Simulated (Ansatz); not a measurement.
# Al: the cost of one run

Program: Ansatz 0.2.0. Level of theory: DFT r2SCAN, scalar-relativistic, plane waves, PAW. These are calculated values, not measurements.

## 1. The structure to begin with

Symmetry: I4/mmm, No. 139, tetragonal system. Conventional cell: a = 2.824 Å, b = 2.824 Å, c = 4.297 Å, α = 90.00°, β = 90.00°, γ = 90.00°. Around Al (site symmetry 4/mmm) lie 12 Al at 2.82 to 2.93 Å.

Coordinates:

```
Al
1.0
    -1.41220    1.41220    2.14846
     1.41220   -1.41220    2.14846
     1.41220    1.41220   -2.14846
Al
1
Direct
  0.00000 0.00000 0.00000
```

This is candidate A: indium (bct) type (I4/mmm, No. 139).

(A quick probe on a coarse mesh, which set the mesh and smearing, is not shown.)

## 3. Rough relaxation on the coarse mesh (candidate A)

Contents of input.yaml:

```yaml
crystal:
  lattice:
    - [-1.4122003936, 1.4122003936, 2.1484568852]
    - [1.4122003936, -1.4122003936, 2.1484568852]
    - [1.4122003936, 1.4122003936, -2.1484568852]
  atoms:
    - { symbol: Al, position: [0.0, 0.0, 0.0] }
basis:
  ecutwfc: 500
kpoints:
  mp_grid: { grid: [8, 8, 8] }
hamiltonian:
  xc: r2scan
scf:
  occupations: { method: gaussian, width: 0.1 }
  lower_state_search: "off"
output:
  forces: true
  stress: true
  eigenvalues: true
relax:
  adjacent_minimum: "off"
  f_tol: 0.04
  max_steps: 70
  cell: { stress_tol: 0.4 }
```

Q: Estimate wall time and peak memory on 1 thread of an x86-64 CPU, shared host.

About 17 s, with a peak of 0.46 GiB.
